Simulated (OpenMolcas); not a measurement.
# One shape, several levels: Si2NH5F (SMILES N[Si](F)[SiH3])

Aim: a comparison of 6 runs (UHF/STO-3G, UB3LYP/6-31G*, U-r2SCAN/def2-SVP, UB3LYP/def2-SVP, USVWN5/def2-SVP) of Si2NH5F. 

The results are computed with OpenMolcas 26.06.

## Step 1: The system as given

Si2NH5F has 9 atoms, charge 0, and is taken as a doublet. As SMILES, `N[Si](F)[SiH3]`. The Si2–Si4 distance was set to 5.161 Å, away from the relaxed value. At this shape a bond of the SMILES string is far longer than usual.

Bond lengths: N1–Si2 1.703 Å, Si2–F3 1.616 Å, N1–H5 1.007 Å, N1–H6 1.008 Å, Si4–H7 1.485 Å, Si4–H8 1.492 Å, Si4–H9 1.486 Å. Angles: N1–Si2–F3 112.7°, Si2–N1–H5 122.8°, Si2–N1–H6 123.0°, H5–N1–H6 112.1°, H7–Si4–H8 108.9°, H7–Si4–H9 109.3°, H8–Si4–H9 108.5°.

## Step 2: A single-point energy at UHF/STO-3G (run 1)

Input file calc.input:

```
>>> EXPORT MOLCAS_PRINT=2

&GATEWAY
  BasLib
  $CurrDir
  Coord
  9
  bohr
  N     -5.63739318     3.86567478    -4.80039380
  Si    -5.39342954     0.66202208    -4.60102769
  F     -4.72749005    -0.63867641    -7.28273803
  Si     1.55694535    -1.66862817     1.83133359
  H     -7.08360058     4.73646058    -5.67684877
  H     -4.16567447     5.03787190    -4.50786419
  H      2.13916997    -4.40646338     1.61855043
  H      3.92779575    -0.19558665     1.43033370
  H      0.59526373    -1.12400910     4.41364434
  Basis
  STO-3G
  Group
  NoSym

&SEWARD

&SCF
  UHF
  Spin
  2
  Thresholds
  1e-10 1e-07 1e-07 1e-05
  PrOrbitals
  0
```

The basis set STO-3G is read from a file made from the Basis Set Exchange's data (not shown).

Command:

```console
$ export MOLCAS_MEM=1860
$ pymolcas calc.input > calc.log
```

Standard output:

```text
--- Start Module: gateway ---
[...]
--- Stop Module: gateway /rc=_RC_ALL_IS_WELL_ ---
--- Start Module: seward ---
[...]
      Basis functions           33
--- Stop Module: seward /rc=_RC_ALL_IS_WELL_ ---
[...]
--- Start Module: scf ---
[...]
       Convergence after  37 Iterations
[...]
::    Total SCF energy                               -725.7768822960
[...]
      Total spin, S                                     0.5008903219
[...]
      Total electronic charge=   49.000000
      Total            charge=   -0.000000
[...]
      Dipole Moment (debye):
      Origin of the operator (angstrom)=   -1.5804    0.1009   -1.6091
                   X= -6.3642E-01               Y=  1.0949E+00               Z= -7.2512E-01           Total=  1.4593E+00
      Quadrupole Moment (debye*angstrom):
[...]
--- Stop Module: scf /rc=_RC_ALL_IS_WELL_ ---
[...]
```

Run time: 4.5 s. Hardware: 1 thread of AMD EPYC 7R43 (Zen 3), shared host; peak memory 0.37 GiB.

## Step 3: A single-point energy at UB3LYP/6-31G(d) (spherical functions) (run 2)

Input file mol.input:

```
&GATEWAY
BasLib = $CurrDir
Coord
9
angstrom
N       -2.983180       2.045627      -2.540259
Si      -2.854080       0.350327      -2.434759
F       -2.501680      -0.337973      -3.853859
Si       0.823900      -0.883000       0.969100
H       -3.748480       2.506427      -3.004059
H       -2.204380       2.665927      -2.385459
H        1.132000      -2.331800       0.856500
H        2.078500      -0.103500       0.756900
H        0.315000      -0.594800       2.335600
Basis = 6-31Gs
Group = NoSym
&SEWARD
GridInput
Grid=UltraFine
End of Grid
&SCF
UHF
Spin = 2
KSDFT = B3LYP
Thresholds = 1e-10 1e-07 1e-07 1e-05
PrOrbitals = 1 1
```

The basis set 6-31G* is read from a file made from the Basis Set Exchange's data (not shown).

Command:

```console
$ export MOLCAS_MEM=1860
$ pymolcas mol.input > mol.log
```

Standard output:

```text
--- Start Module: gateway ---
[...]
--- Stop Module: gateway /rc=_RC_ALL_IS_WELL_ ---
--- Start Module: seward ---
[...]
      Basis functions           74
--- Stop Module: seward /rc=_RC_ALL_IS_WELL_ ---
[...]
--- Start Module: scf ---
[...]
       Convergence after  16 Iterations
[...]
::    Total KS-DFT energy                            -736.5417324080
[...]
      Total spin, S                                     0.5007950516
[...]
      Total electronic charge=   49.000000
      Total            charge=   -0.000000
[...]
      Dipole Moment (debye):
      Origin of the operator (angstrom)=   -1.5804    0.1009   -1.6091
                   X= -3.7746E-01               Y=  2.5175E+00               Z= -3.3321E-01           Total=  2.5674E+00
      Quadrupole Moment (debye*angstrom):
[...]
--- Stop Module: scf /rc=_RC_ALL_IS_WELL_ ---
[...]
```

Wall time 36 s (1 thread of AMD EPYC 7R43 (Zen 3), shared host); peak memory 0.42 GiB.

## Step 4: A single-point energy at UB3LYP/6-31G(d) (Cartesian functions) (run 3)

Input file run.input:

```
* FH5NSi2 Kohn-Sham DFT
&GATEWAY
BasLib
$CurrDir
BasisSet
N.6-31Gs....
N1 -2.983180 2.045627 -2.540259 angstrom
End of Basis
BasisSet
Si.6-31Gs....
Si2 -2.854080 0.350327 -2.434759 angstrom
Si4 0.823900 -0.883000 0.969100 angstrom
End of Basis
BasisSet
F.6-31Gs....
F3 -2.501680 -0.337973 -3.853859 angstrom
End of Basis
BasisSet
H.6-31Gs....
H5 -3.748480 2.506427 -3.004059 angstrom
H6 -2.204380 2.665927 -2.385459 angstrom
H7 1.132000 -2.331800 0.856500 angstrom
H8 2.078500 -0.103500 0.756900 angstrom
H9 0.315000 -0.594800 2.335600 angstrom
End of Basis
&SEWARD
GridInput
Grid=UltraFine
End of Grid
&SCF
UHF
Spin
2
KSDFT
B3LYP
Thresholds
1e-10 1e-07 1e-07 1e-05
PrOrbitals
0
```

The basis set 6-31G* is read from a file made from the Basis Set Exchange's data (not shown).

Command:

```console
$ export MOLCAS_MEM=1860
$ pymolcas run.input > run.log
```

Standard output:

```text
--- Start Module: gateway ---
[...]
--- Stop Module: gateway /rc=_RC_ALL_IS_WELL_ ---
--- Start Module: seward ---
[...]
      Basis functions           78
--- Stop Module: seward /rc=_RC_ALL_IS_WELL_ ---
[...]
--- Start Module: scf ---
[...]
       Convergence after  16 Iterations
[...]
::    Total KS-DFT energy                            -736.5478364162
[...]
      Total spin, S                                     0.5007965486
[...]
      Total electronic charge=   49.000000
      Total            charge=   -0.000000
[...]
      Dipole Moment (debye):
      Origin of the operator (angstrom)=   -1.5804    0.1009   -1.6091
                   X= -3.7930E-01               Y=  2.5202E+00               Z= -3.2542E-01           Total=  2.5693E+00
      Quadrupole Moment (debye*angstrom):
[...]
--- Stop Module: scf /rc=_RC_ALL_IS_WELL_ ---
[...]
```

Wall time 39 s (1 thread of AMD EPYC 7R43 (Zen 3), shared host); peak memory 0.44 GiB.

Runs 4 to 5 aren't shown in full; the table further down has their settings and results.

## Step 5: The energy at USVWN5/def2-SVP (run 6)

Input file struct.xyz:

```xyz
9

N     -2.983180     2.045627    -2.540259
Si    -2.854080     0.350327    -2.434759
F     -2.501680    -0.337973    -3.853859
Si     0.823900    -0.883000     0.969100
H     -3.748480     2.506427    -3.004059
H     -2.204380     2.665927    -2.385459
H      1.132000    -2.331800     0.856500
H      2.078500    -0.103500     0.756900
H      0.315000    -0.594800     2.335600
```

Input file job.inp:

```
* FH5NSi2 Kohn-Sham DFT
>>> EXPORT MOLCAS_PRINT=2
&GATEWAY
BasLib=$CurrDir
Coord=struct.xyz
Basis=def2-SVP
Group=NoSym
&SEWARD
GridInput
Grid=UltraFine
End of Grid
&SCF
UHF
Spin=2
KSDFT=SVWN5
Thresholds=1e-10 1e-07 1e-07 1e-05
PrOrbitals=1 2
```

The basis set def2-SVP is read from a file made from the Basis Set Exchange's data (not shown).

Command:

```console
$ export MOLCAS_MEM=1860
$ pymolcas job.inp > job.log
```

Standard output:

```text
--- Start Module: gateway ---
[...]
--- Stop Module: gateway /rc=_RC_ALL_IS_WELL_ ---
--- Start Module: seward ---
[...]
      Basis functions           89
--- Stop Module: seward /rc=_RC_ALL_IS_WELL_ ---
[...]
--- Start Module: scf ---
[...]
       Convergence after  18 Iterations
[...]
::    Total KS-DFT energy                            -732.7968155147
[...]
      Total spin, S                                     0.5007177044
[...]
      Total electronic charge=   49.000000
      Total            charge=   -0.000000
[...]
      Dipole Moment (debye):
      Origin of the operator (angstrom)=   -1.5804    0.1009   -1.6091
                   X= -3.8409E-01               Y=  2.6096E+00               Z= -3.3732E-01           Total=  2.6592E+00
      Quadrupole Moment (debye*angstrom):
[...]
--- Stop Module: scf /rc=_RC_ALL_IS_WELL_ ---
[...]
```

Wall time 30 s (1 thread of AMD EPYC 7R43 (Zen 3), shared host); peak memory 0.49 GiB.

## Step 6: Overview of the runs

| run | level | integration grid | Cartesian functions | energy (Eh) | dipole moment (D) | HOMO energy (eV) | LUMO energy (eV) | wall time |
| --- | --- | --- | --- | --- | --- | --- | --- | --- |
| 1 | UHF/STO-3G | – | no | -725.776882 | 1.46 | -5.65 | 6.25 | 4.5 s |
| 2 | UB3LYP/6-31G* (spherical functions) | UltraFine | no | -736.541732 | 2.57 | -6.05 | -2.97 | 36 s |
| 3 | UB3LYP/6-31G* (Cartesian functions) | UltraFine | yes | -736.547836 | 2.57 | -6.05 | -2.97 | 39 s |
| 4 | U-r2SCAN/def2-SVP | UltraFine | no | -736.105298 | 2.69 | -5.48 | -3.07 | 63 s |
| 5 | UB3LYP/def2-SVP | UltraFine | no | -736.281793 | 2.56 | -6.08 | -2.99 | 43 s |
| 6 | USVWN5/def2-SVP | UltraFine | no | -732.796816 | 2.66 | -5.19 | -3.94 | 30 s |

## Step 7: What came out

```
                                 quantity          value
                      run 6: total energy  -732.79682 Eh
                     run 6: dipole moment         2.66 D
run 6: HOMO energy (highest over α and β)       -5.19 eV
 run 6: LUMO energy (lowest over α and β)       -3.94 eV
                              run 6: ⟨S²⟩          0.751
```

In words: The dipole moment (its size) runs from 1.46 D (UHF/STO-3G) to 2.69 D (U-r2SCAN/def2-SVP). The two ends differ in method and basis. Totals of different functionals can't be ranked against each other. In run 1 the basis is minimal, so the values are rough. All runs together took 3.6 min, the longest 63 s.
